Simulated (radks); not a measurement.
**Spin polarisation of the 4s shell in Zn⁺**

The task here is to estimate one member of a computed series from the others.

The numbers are computed with radks (a radial shooting solver on a logarithmic mesh, Libxc functionals) version 1 (scalar-relativistic Kohn-Sham, LDA (Slater exchange, Perdew-Wang correlation), spin-polarised, spherical densities, point nucleus), except any that are marked as measured or tabulated.

**The atom as given**

* element: zinc (Z = 30)
* charge: +1
* electrons: 29
* configuration: [Ar] 3d10 4s(up 0.5, down 0.5)

A shell typed twice in an input gives spin up, then spin down.

Set-up of the first run:

Input:

```text
Z 30
configuration [Ar] 3d10 4s0.5 4s0.5
relativity scalar-relativistic
functional lda,pw
spin polarised
nucleus point
c 137.035999084
```

Among the steps run: No moment.

One table of the session follows, with a row left open; its other results are not shown here.

It belongs to the step «No moment». Sizes of the orbitals, from the radial functions (bohr):

```
level      <r>  outermost maximum (interpolated)  90 % within  nodes
   1s  0.05038                            0.0330       0.0900      0
   2s   0.2266                             0.190        0.351      1
   2p   0.1985                             0.152        0.324      0
   3s   0.6826                             0.589         1.02      2
   3p        ?                                 ?            ?      ?
   3d   0.8974                             0.564         1.58      0
   4s    2.378                              1.98         3.58      3
```

Q: Estimate the row for 3p from the others.

The run gave: <r>: 0.7144; outermost maximum (interpolated): 0.592; 90 % within: 1.11; nodes: 1. In the column «<r>» it lies between 3s (0.6826) and 3d (0.8974).
